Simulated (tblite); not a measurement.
# C8H22B2Se2: the cost of one run

Computed with tblite 0.8.0 and PySCF 2.14.0; each step states its level. No surroundings beyond the atoms listed, unless a continuum is named. Atoms count from 0, parts from 1.

## (1) The system as given

34 atoms, charge 0, multiplicity 1; geometry: rigid parts in contact. Parts: 1 = atoms 0–16, `BC(C)(C)[Se]C`, charge 0; 2 = atoms 17–33, `BC(C)(C)[Se]C`, charge 0.

## (2) Bringing the parts together with GFN2-xTB

What the job is given:

```
{"job": {"kind": "dock", "xc": "GFN2-xTB", "basis": "xTB"}, "charge": 0, "multiplicity": 1, "parts": [{"atoms": "0-16", "charge": 0, "multiplicity": 1}, {"atoms": "17-33", "charge": 0, "multiplicity": 1}]}
B     -1.040014    -0.283885    -1.241302
C     -0.676842     0.028694     0.245862
C     -1.488766    -0.564321     1.377097
C      0.049878     1.278647     0.673898
Se     0.620782    -1.436402    -0.417882
C      2.175345    -0.404689    -1.021047
H     -0.615048     0.399765    -2.098511
H     -1.928034    -1.019214    -1.464482
H     -0.898331    -0.668934     2.289245
H     -2.331103     0.094133     1.589521
H     -1.885387    -1.540932     1.101870
H      0.635961     1.706169    -0.136161
H      0.697780     1.101934     1.535362
H     -0.695950     2.018153     0.966716
H      2.603631     0.142391    -0.184466
H      2.899575    -1.123335    -1.399100
H      1.876524     0.271827    -1.816620
B     -0.113085    -1.752323     4.655753
C      0.283283    -0.431471     5.390259
C      0.080086    -0.290716     6.883403
C      0.341140     0.910134     4.704353
Se     2.011670    -1.527176     5.102163
C      2.711125    -0.807774     3.417488
H     -0.238426    -1.751037     3.486535
H     -0.532953    -2.647853     5.288868
H      0.784207     0.417559     7.324007
H     -0.930678     0.072755     7.069050
H      0.189843    -1.252068     7.383986
H      0.489166     0.812579     3.631491
H      1.121920     1.550524     5.120776
H     -0.615290     1.409772     4.860797
H      2.937188     0.249736     3.532207
H      3.624654    -1.356868     3.198752
H      1.985701    -0.967122     2.624852
```

With the program's defaults for keys left out, this is: GFN2-xTB search for minima from random contacts, gas phase.

The run is started by

```sh
> OMP_NUM_THREADS=1 python cluster_run.py task.json out
```

One launch serves the whole session: the jobs run in the order shown.

**Question.** How long does this first job take on 1 thread of Intel Xeon Gold 6455B, shared host?

About 20 s.
